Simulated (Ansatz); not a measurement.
# CH₇B₂N, SMILES CBBN: an atomisation energy

Program: Ansatz's Python interface.

Run as a notebook:

**Cell 1**
```python
from collections import Counter

import ansatz as az
```

**Cell 2**
```python
def energy(molecule, charge=0, unpaired=0):
    calc = (
        molecule.calculation()
        .basis(gaussian='6-31G*')
        .functional('CAM-B3LYP')
    )
    if charge:
        calc = calc.charge(charge)
    if unpaired:
        calc = calc.spin('collinear', total=unpaired)
    return calc.run(threads=1, pin='off').report['free_energy_ev']
```

**Cell 3**
```python
mol = (
    az.Crystal.molecule()
    .atom('C', (-0.6144, 1.7128, 0.2587))
    .atom('B', (-0.6537, 0.1681, 0.2857))
    .atom('B', (0.5539, -0.6752, -0.4392))
    .atom('N', (0.6569, -2.1875, -0.4049))
    .atom('H', (-1.5614, 2.1281, 0.7559))
    .atom('H', (-0.6833, 2.1204, -0.8084))
    .atom('H', (0.2726, 2.1532, 0.7519))
    .atom('H', (-1.4854, -0.3956, 0.82))
    .atom('H', (1.4565, -0.0752, -0.937))
    .atom('H', (1.4439, -2.5166, -0.8793))
    .atom('H', (0.6798, -2.4896, 0.6173))
)
```

**Cell 4**
```python
# unpaired electrons of the ground-state atoms
unpaired = {'C': 2, 'B': 1, 'N': 3, 'H': 1}
counts = Counter(site.symbol for site in mol.cartesian_sites)
atom_energy = {s: energy(az.Crystal.molecule().atom(s, (0, 0, 0)), 0, unpaired[s]) for s in counts}
whole = energy(mol, 0, 0)
for s, e in atom_energy.items():
    print(f'{s:2s} x{counts[s]}  {e:14.5f} eV')
print(f'CH7B2N: {whole:.5f} eV')
split = sum(counts[s] * e for s, e in atom_energy.items()) - whole
print(f'atomisation energy (no zero-point term): {split:.3f} eV, {split / sum(counts.values()):.3f} eV an atom')
```
Output:
```text
C  x1     -1029.23364 eV
B  x2      -670.24236 eV
N  x1     -1484.73526 eV
H  x7       -13.51936 eV
CH7B2N: -3990.21652 eV
atomisation energy (no zero-point term): 41.127 eV, 3.739 eV an atom
```

41.127 eV from the electronic energies, without the zero-point term.

Reading the output:
- Total energies depend on the basis set; only differences at equal settings carry meaning.
- The geometry is a force-field or estimated start, not a minimum of this method, and the basis set is short of its limit. All parts are taken at fixed geometry, without zero-point energy.
- Finished in 1.7 s on 1 thread of INTEL(R) XEON(R) PLATINUM 8581C CPU @ 2.30GHz (Emerald Rapids), with other jobs on the host, peak memory 0.22 GiB.
